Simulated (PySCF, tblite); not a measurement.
**H₁₂OSSi₅: geometry, infrared bands and NMR shifts**

What infrared bands and NMR shifts should H₁₂OSSi₅ (`O[Si@@]([SiH3])([SiH2][SiH3])S[SiH3]`) show?

Programs: tblite 0.8.0 and PySCF 2.14.0, with density-fitted response routines of our own. Each step states its level of theory. These are calculated values for one molecule in the gas phase, unless marked as measured. Atoms are numbered from 0 throughout.

**1. The molecule as given**

19 atoms, charge 0, multiplicity 1; geometry from: force field or distance geometry start.

Bonds of the start (Å): O0–Si1 1.69, Si1–Si2 2.33, Si1–Si3 2.31, Si3–Si4 2.29, Si1–S5 2.15, S5–Si6 2.14, O0–H7 0.97, Si2–H8 1.48, Si2–H9 1.50, Si2–H10 1.48, Si3–H11 1.49, Si3–H12 1.49, Si4–H13 1.49, Si4–H14 1.49, Si4–H15 1.48, Si6–H16 1.48, Si6–H17 1.48, Si6–H18 1.47.

**2. Geometry optimisation with GFN2-xTB**

Job settings and geometry (Å):

```
{"job": {"kind": "relax", "xc": "GFN2-xTB", "basis": "xTB"}, "charge": 0, "multiplicity": 1}
O      1.453700    -1.874900     0.943700
Si     0.195400    -0.814400     0.577900
Si     0.444000     1.147600     1.806800
Si     0.292700    -0.225000    -1.653700
Si     2.314900     0.780400    -2.006200
S     -1.526700    -1.987600     1.106000
Si    -3.081400    -0.583100     0.673200
H      1.169600    -2.715300     1.335800
H      1.776800     1.750200     1.565100
H     -0.609300     2.118600     1.369800
H      0.262800     0.887600     3.255900
H      0.121800    -1.442300    -2.504100
H     -0.831200     0.703900    -1.944600
H      3.451600    -0.124200    -1.689900
H      2.419500     2.014900    -1.175600
H      2.433400     1.192100    -3.426300
H     -4.385700    -1.209200     0.997200
H     -2.885000     0.614000     1.513400
H     -3.026700    -0.223900    -0.751900
```

Command:

```
> OMP_NUM_THREADS=1 python probes_run.py task.json out
```

One launch serves the whole session: the jobs run in the order shown.

**Question.** This job is followed by: GFN2-xTB harmonic vibrations, gas phase; GIAO PBE0/pcSseg-1 NMR shielding, non-relativistic, gas phase. Predict these results of the whole session: strongest single infrared mode (GFN2-xTB); zero-point energy (GFN2-xTB); 1H shifts against TMS (PBE0/pcSseg-1, means over atoms taken as alike); 17O shifts against H2O (PBE0/pcSseg-1); 29Si shifts against TMS (PBE0/pcSseg-1); 33S shifts against CS2 (PBE0/pcSseg-1).

**Answer**, as computed:

| quantity | value |
| --- | --- |
| strongest single infrared mode (GFN2-xTB) | 765 cm⁻¹, 855 km/mol |
| zero-point energy (GFN2-xTB) | 65.1 kcal/mol |
| 1H shifts against TMS (PBE0/pcSseg-1, means over atoms taken as alike) | 4.54, 3.70, 3.68, 3.59, 3.42, 1.15 ppm |
| 17O shifts against H2O (PBE0/pcSseg-1) | 39.5 ppm |
| 29Si shifts against TMS (PBE0/pcSseg-1) | 36.1, -67.3, -107.6, -117.3, -123.3 ppm |
| 33S shifts against CS2 (PBE0/pcSseg-1) | -238 ppm |

In words: Over 285 steps the energy fell by 0.357 eV; of the close pairs, Si1–S5 changed most, 2.150 to 2.225 Å. All 51 modes are real, so the xTB geometry is a minimum. The strongest single mode, at 765 cm⁻¹, has its largest shares on H16, H17 and H18 (the list is cut at 3 atoms). GFN2-xTB is a fitted tight-binding method: band positions and strengths are rough. Its intensities can rank the bands wrongly. At PBE0/pcSseg-1: The widest tensor belongs to S5: span 230 ppm, with a paramagnetic part of -321 ppm.
